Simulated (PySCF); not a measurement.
# C2H6Eu (Eu(CH3)2+): the cost of one run

The runs use PySCF 2.14.0; several levels, as the steps say, no spin–orbit coupling.

1 further run of the same task is left out (for a known fault of the program).

### 1 Where the work starts

9 atoms, charge 1, spin multiplicity 1.

Bond lengths: Eu1–C2 2.290 Å, Eu1–H4 2.881 Å, Eu1–H5 2.863 Å, Eu1–C6 2.290 Å, Eu1–H8 2.881 Å, Eu1–H9 2.863 Å, C2–H3 1.106 Å, C2–H4 1.108 Å, C2–H5 1.107 Å, C6–H7 1.106 Å, C6–H8 1.108 Å, C6–H9 1.107 Å. Angles: C2–Eu1–H4 21.0°, C2–Eu1–H5 21.3°, C2–Eu1–C6 99.0°, C2–Eu1–H8 92.3°, C2–Eu1–H9 83.7°, H4–Eu1–H5 35.9°, H4–Eu1–C6 92.3°, H4–Eu1–H8 93.0°, H4–Eu1–H9 72.9°, H5–Eu1–C6 83.7°, H5–Eu1–H8 72.9°, H5–Eu1–H9 73.4°, C6–Eu1–H8 21.0°, C6–Eu1–H9 21.3°, H8–Eu1–H9 35.9°, Eu1–C2–H3 114.2°, Eu1–C2–H4 111.1°, Eu1–C2–H5 109.9° and more.

Coordinates:

```
atom     x (Å)     y (Å)     z (Å)
 Eu1   0.00000   0.00000  -0.24953
  C2   1.74101   0.01928   1.23802
  H3   2.72438  -0.21682   0.78917
  H4   1.83258   1.00614   1.73319
  H5   1.55416  -0.71418   2.04624
  C6  -1.74101  -0.01928   1.23802
  H7  -2.72438   0.21682   0.78917
  H8  -1.83258  -1.00614   1.73319
  H9  -1.55416   0.71418   2.04624
```

Formal oxidation states: Eu +3. Each metal's 6 4f electrons lie in its core potential, so multiplicities, spins and levels count the valence alone. An earlier session relaxed this geometry at PBE0, Eu lcecp-1-SVP with ECP52, C def2-SVP, H def2-SVP (singlet, point group C2).

At PBE0 on the finer grid: E = -114.694932 Eh, HOMO -11.58 eV, LUMO -6.95 eV, Mulliken charge on Eu1 +1.27 e, largest force component 0.009 eV/Å. 

Levels to run: M06-L; revPBE; PBE0, TZVP. Hardware: 2 threads of Intel Xeon 6975P-C (Granite Rapids), shared host.

### 2 M06-L

run.py (the lines that set the calculation) reads:

```python
mol = gto.M(atom='''
Eu     0.00000     0.00000    -0.24953
C      1.74101     0.01928     1.23802
H      2.72438    -0.21682     0.78917
H      1.83258     1.00614     1.73319
H      1.55416    -0.71418     2.04624
C     -1.74101    -0.01928     1.23802
H     -2.72438     0.21682     0.78917
H     -1.83258    -1.00614     1.73319
H     -1.55416     0.71418     2.04624''',
    basis={'Eu': 'lcecp-1-SVP', 'C': 'def2-SVP', 'H': 'def2-SVP'},
    ecp={'Eu': 'lcecp-1-SVP'},
    charge=1, spin=0)
mf = dft.RKS(mol, xc='M06L')
mf.grids.atom_grid = (75, 302)  # f atoms: unpruned, at least (60, 302)
mf = mf.density_fit()  # fitting sets: Eu AutoAux, C def2-universal-JKFIT, H def2-universal-JKFIT
mf.conv_tol = 1e-08; mf.max_cycle = 55
mf.kernel(dm0)  # dm0: the density of the relaxed state
```

On the command line:

```bash
OMP_NUM_THREADS=2 python run.py
```

**Question.** How long does this run take on 2 threads of Intel Xeon 6975P-C (Granite Rapids), shared host?

About 6.1 s.
